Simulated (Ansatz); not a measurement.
**Germanium, simple cubic: r²SCAN0 after r²SCAN**

Aim: see what exact exchange does to the levels, and what it costs. Spin polarisation is left out. The geometry was relaxed under r²SCAN beforehand and is kept. Exact exchange is dear, so the k-mesh is coarse, and r²SCAN is run on the same mesh for comparison.

Computed with Ansatz 0.2.0 (DFT, plane waves (500 eV) with PBE-made PAW files, scalar-relativistic; functionals as named at each step, unless a step says otherwise).

## (1) The system as given

It takes space group Pm-3m (No. 221, cubic). The conventional cell has a = 2.682 Å, b = 2.682 Å, c = 2.682 Å, α = 90.00°, β = 90.00°, γ = 90.00°. Around Ge (site symmetry m-3m) lie 6 Ge at 2.68 Å.

Coordinates:

```
CELL_PARAMETERS angstrom
2.68157 0.00000 0.00000
0.00000 2.68157 0.00000
0.00000 0.00000 2.68157
ATOMIC_POSITIONS crystal
Ge 0.00000 0.00000 0.00000
```

## (2) r²SCAN on the coarse mesh

The run with r²SCAN.

Contents of input.yaml:

```yaml
crystal:
  lattice:
    - [2.681570015, 0.0, 0.0]
    - [0.0, 2.681570015, 0.0]
    - [0.0, 0.0, 2.681570015]
  atoms:
    - { symbol: Ge, position: [0.0, 0.0, 0.0] }
hamiltonian:
  xc: r2scan
  pseudopotentials:
    kind: paw
    azcp:
      Ge: "pseudopotentials/Ge.paw.azcp"
basis:
  ecutwfc: 500
  fft_grid_basis: typed
kpoints:
  mp_grid: { grid: [6, 6, 6], shift: [0, 0, 0] }
magnetization:
  spin_polarized: false
scf:
  occupations: { method: fermi_dirac, width: 0.1 }
```

The run is started by

```console
$ ansatz run input.yaml --threads 4 --pin off --max-ram 8192MiB --backend cpu --events-out ev --progress --plain --runs-dir out
```

The program printed, shortened:

```text
Warning: RAYON_NUM_THREADS=4 ignored (pool sized by the plan → 4); use --threads N
[...]
Pseudopotentials: kind: paw
Pseudopotential: Ge, paw, valence charge 14, recommended cutoff 500 eV (meta_gga), <dir>
Functional definition: r2SCAN
[...]
Crystal: 1 atoms, lattice volume = 19.283 Å³
Basis set: ecut = 500 eV, 461 PW (Γ), exchange–correlation on 80×80×80 points (64 copies of the dense FFT grid, shifted against one another)
Bands: 11, of which v1, the nominal top of the filled ones, is band 7 counted from 1 (6 counted from 0)
Symmetry: 48 space group operations
Space group: Pm-3m (ITA 221), of the structure as read, at distance tolerance 2.7e-5 Å
k-points: 20 of 216
[...]
SCF iter   1: F=—  HF=-4302.542518 eV  |F-HF|=—  |Δ(HF+E_count)|=         —  Δρ=6.30e-3  dr2=2.34e-3  dr2_τ=8.20e-4  ethr=1.77e-3  ⟨swp⟩=5.3  Hψ=1283  notcnv=0
[...]
SCF iter   6: F=-4302.550764 eV  HF=-4302.550764 eV  |F-HF|=2.73e-12  |Δ(HF+E_count)|=   1.88e-9  Δρ=4.57e-7  dr2=1.54e-11  dr2_τ=4.37e-13  ethr=8.44e-12  ⟨swp⟩=1.0  Hψ=662  notcnv=0
[...]
SCF converged after 6 iterations
Free energy (F): -4302.550764 eV
[...]
E sigma→0 (E₀):  -4302.540581 eV
Entropy (-TS):   -0.020366 eV (-20.366 meV/atom)
Fermi energy:    10.486083 eV
[...]
```

Run time: 0.35 s. Hardware: 4 threads of Arm Neoverse V2, shared host; peak memory 0.26 GiB.

## (3) r²SCAN0, coarse mesh

The run with r²SCAN0.

input.yaml: that of step 2 with these lines changed.

```diff
@@ -8,3 +8,3 @@
 hamiltonian:
-  xc: r2scan
+  xc: r2scan0
   pseudopotentials:
```

The run is started by

```console
$ ansatz run input.yaml --threads 4 --pin off --max-ram 8192MiB --backend cpu --events-out ev --progress --plain --runs-dir out
```

The program printed, shortened:

```text
Warning: RAYON_NUM_THREADS=4 ignored (pool sized by the plan → 4); use --threads N
[...]
[... 2 set-up lines as earlier in the session ...]
Functional definition: r2SCAN0
[...]
Crystal: 1 atoms, lattice volume = 19.283 Å³
Basis set: ecut = 500 eV, 461 PW (Γ), exchange–correlation on 80×80×80 points (64 copies of the dense FFT grid, shifted against one another)
Bands: 11, of which v1, the nominal top of the filled ones, is band 7 counted from 1 (6 counted from 0)
[... 2 set-up lines as earlier in the session ...]
k-points: 20 of 216
[...]
SCF iter   1: F=—  HF=-4302.542961 eV  |F-HF|=—  |Δ(HF+E_count)|=         —  Δρ=6.52e-3  dr2=2.52e-3  dr2_τ=8.19e-4  ethr=1.77e-3  ⟨swp⟩=7.3  Hψ=901  notcnv=0
[...]
Frozen-core exchange: fock
[...]
hybrid outer 3: dexx = +1.244e-7 eV, tail = 1.13e-7 eV, Δε = 5.96e-3 eV (about 1.08e-2 eV left of the loop's levels)
hybrid SCF converged: 3 outer / 20 inner (+8 warm-up), last move |dexx| = 1.24e-7 eV, tail = 1.13e-7 eV
Stability not checked: this state was not tested for a lower state beside it, because the functional holds exact exchange (a hybrid, or Hartree-Fock), whose exchange loop this test does not read (fock_operator; see scf.lower_state_search)
Free energy (F): -4301.478415 eV
Frozen-core exchange: fock
[...]
E sigma→0 (E₀):  -4301.469982 eV
Entropy (-TS):   -0.016865 eV (-16.865 meV/atom)
Fermi energy:    10.595742 eV
[...]
--- Band table (eV; the first three rows and the last of 20) ---
  k-point 0: bands = ["-18.7352", "-18.7352", "-18.4524", "-18.4524", "-18.4524", "-5.1388", "18.5160", "18.5160", "18.5160", "21.8423"]
[...]
  guard bands above this table: 1 of the run's 11 bands, where the rule asks 2: the bands that hold charge and the lowest empty level above them stay in the table. The solve was not asked for them (output.publish_guard_bands: true or output.eigenvalues: true publishes all)
```

Wall time 3.6 s (4 threads of Arm Neoverse V2, shared host); peak memory 0.86 GiB.

## (4) Side by side

| functional | gap on the mesh | Fermi energy (eV) | SCF cycles | exchange loops | CPU time |
| --- | --- | --- | --- | --- | --- |
| r²SCAN | none (levels filled in part) | 10.486 | 6 | - | 0.81 s |
| r²SCAN0 | none (levels filled in part) | 10.596 | 28 | 3 | 11 s |

## (5) Outcome

| quantity | value |
| --- | --- |
| r²SCAN: gap | none (levels filled in part) |
| r²SCAN0: gap | none (levels filled in part) |
| r²SCAN0: SCF cycles, exchange loops | 28, 3 |
| r²SCAN0: CPU time over that of r²SCAN | 13 |
| r²SCAN0: relative to diamond | +484 meV/atom |

Neither r²SCAN nor r²SCAN0 shows a clean gap on this mesh. r²SCAN0 cost 13 times the CPU time of r²SCAN. The exchange operator of r²SCAN0 was renewed in 3 outer loops. To compare with dense-mesh energies, the change of r²SCAN from this mesh and smearing to its dense run (-7.5 meV/atom, from a run not shown) is added. Under r²SCAN0 it lies 484 meV/atom above diamond (computed apart in the same way); on such meshes a few tens of meV are uncertain for metals. The total energies in the logs cannot be compared from one functional to another.
